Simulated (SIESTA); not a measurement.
Crystal: InGaTe2.

```
Te In Ga
1.0
    -4.28517    4.28517    3.40985
     4.28517   -4.28517    3.40985
     4.28517    4.28517   -3.40985
Te In Ga
4 2 2
Direct
  0.32867 0.82867 0.15735
  0.82867 0.67133 0.50000
  0.17133 0.32867 0.50000
  0.67133 0.17133 0.84265
  0.75000 0.75000 0.00000
  0.25000 0.25000 0.00000
  0.25000 0.75000 0.50000
  0.75000 0.25000 0.50000
```

The cell comes from a database or a generator and needn't be the stable form of this composition.

| Property | Result |
| --- | --- |
| Program | SIESTA 5.4.2 |
| Task | single point |
| Functional | PBEsol |
| Potentials or basis | PseudoDojo 0.4 standard (PBEsol files) |
| Basis | DZP (energy shift 0.003 Ry; two zetas on semicore shells) |
| Grid cutoff | 800 Ry |
| Energy shift | 0.003 Ry |
| k mesh | 5 × 5 × 5 |
| Occupations | fermi-dirac, width 0.05 eV |
| Spin | no spin polarisation |

On this cell: pressure -1.9 GPa; largest force 0.058 eV/Å; band gap on the k mesh 0.11 eV, direct.

The same run follows on a disturbed copy (atoms moved at random, drawn with an rms of 0.05 Å):

```
CELL_PARAMETERS angstrom
-4.28517 4.28517 3.40985
4.28517 -4.28517 3.40985
4.28517 4.28517 -3.40985
ATOMIC_POSITIONS crystal
Te 0.33292 0.83177 0.15724
Te 0.83991 0.67740 0.50091
Te 0.16528 0.31995 0.49578
Te 0.68316 0.17162 0.84373
In 0.74421 0.74030 0.99951
In 0.24764 0.24485 0.00451
Ga 0.24381 0.74325 0.49623
Ga 0.74570 0.23946 0.50443
```

Task: What does the disturbed cell give?

Result: The energy moves by +6.7 meV/atom; pressure -1.7 GPa; largest force 0.582 eV/Å; band gap on the k mesh 0.13 eV, direct.

Forces on the atoms (eV/Å):
```
Te  -0.082 -0.079 -0.133
Te   0.145 -0.089 -0.405
Te  -0.010  0.044  0.145
Te   0.172  0.067 -0.366
In  -0.013  0.004 -0.057
In  -0.024 -0.006  0.034
Ga  -0.160  0.304  0.255
Ga  -0.028 -0.245  0.527
```

Stress tensor (GPa, compression positive):
```
-1.87  0.03 -0.65
 0.03 -1.91  0.22
-0.65  0.22 -1.45
```

Caveats: spin-orbit coupling is left out, which moves the levels of the heavy elements; an odd mesh through Γ misses points on the zone boundary, where band edges often lie; the basis of atomic orbitals isn't converged, which shifts pressures, moduli and gaps.
